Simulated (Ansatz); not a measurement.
# CH₇AlSi₂: small, medium and large basis sets

How large a basis does CH₇AlSi₂ need? Two functionals are run in growing sets.

The runs use Ansatz 0.2.0, Gaussian basis; one geometry, several basis sets.

The runs, in order: PBE0-D4/def2-SVP; ωB97M-V/def2-SVP; PBE0-D4/def2-QZVPP; ωB97M-V/def2-QZVPP; the functionals' def2-TZVPP values are taken from earlier runs.

## (1) The geometry

An earlier PBE0-D4 in a triple-zeta def2 set relaxation fixed the geometry.

SMILES `[SiH3][CH]1[AlH][SiH2]1`, 11 atoms, charge 0, spin multiplicity 1.

Atoms are counted from 1 here; the program's logs count them from 0.

Bond lengths: Si1–C2 1.811 Å, Si1–H5 1.487 Å, Si1–H6 1.483 Å, Si1–H7 1.588 Å, C2–Al3 2.034 Å, C2–Si4 1.890 Å, C2–H8 1.087 Å, Al3–Si4 2.324 Å, Al3–H9 1.576 Å, Si4–H10 1.487 Å, Si4–H11 1.490 Å. Angles: C2–Si1–H5 123.1°, C2–Si1–H6 116.4°, C2–Si1–H7 97.8°, H5–Si1–H6 110.2°, H5–Si1–H7 99.6°, H6–Si1–H7 105.3°, Si1–C2–Al3 84.0°, Si1–C2–Si4 113.4°, Si1–C2–H8 117.6°, Al3–C2–Si4 72.5°, Al3–C2–H8 135.8°, Si4–C2–H8 122.6°, C2–Al3–Si4 50.9°, C2–Al3–H9 137.3°, Si4–Al3–H9 159.3°, C2–Si4–Al3 56.6°, C2–Si4–H10 110.7°, C2–Si4–H11 118.4° and more.

## (2) PBE0-D4 in def2-SVP

in.yaml

```yaml
crystal:
  periodic: [false, false, false]
  atoms:
    - {symbol: Si, position_ang: [-0.921729, 1.116100, 0.222761]}
    - {symbol: C, position_ang: [0.668781, 0.469382, -0.351970]}
    - {symbol: Al, position_ang: [0.458342, -0.828373, 1.200026]}
    - {symbol: Si, position_ang: [0.551875, -1.270826, -1.079128]}
    - {symbol: H, position_ang: [-2.153298, 1.105230, -0.611300]}
    - {symbol: H, position_ang: [-0.872357, 2.347199, 1.047926]}
    - {symbol: H, position_ang: [-1.277367, -0.053399, 1.235865]}
    - {symbol: H, position_ang: [1.418838, 1.188325, -0.670987]}
    - {symbol: H, position_ang: [0.840473, -0.876719, 2.728744]}
    - {symbol: H, position_ang: [1.866943, -1.704279, -1.620271]}
    - {symbol: H, position_ang: [-0.515201, -1.549638, -2.081066]}
basis:
  gaussian: {orbitals: def2-SVP}
hamiltonian: {xc: pbe0, dispersion: d4}
output: {orbitals: {seedname: orbitals}}
```

Run with:

```
$ ansatz run in.yaml --threads 2 --pin off --events-out ev --progress --plain --max-ram 4352MiB
```

The runs that follow: ωB97M-V in def2-SVP; PBE0-D4 in def2-QZVPP; ωB97M-V in def2-QZVPP.

Q: Predict the results of all the runs planned. Wanted: PBE0-D4: double and triple zeta above quadruple; ωB97M-V: double and triple zeta above quadruple.

The runs gave:

| quantity | value |
| --- | --- |
| PBE0-D4: double and triple zeta above quadruple | 9.88, 0.79 eV |
| ωB97M-V: double and triple zeta above quadruple | 9.93, 0.75 eV |

In words: PBE0-D4 gains 9.08 eV from double to triple zeta, then 0.79 eV more. Total energies overstate the basis error of differences, where much of it tends to cancel.
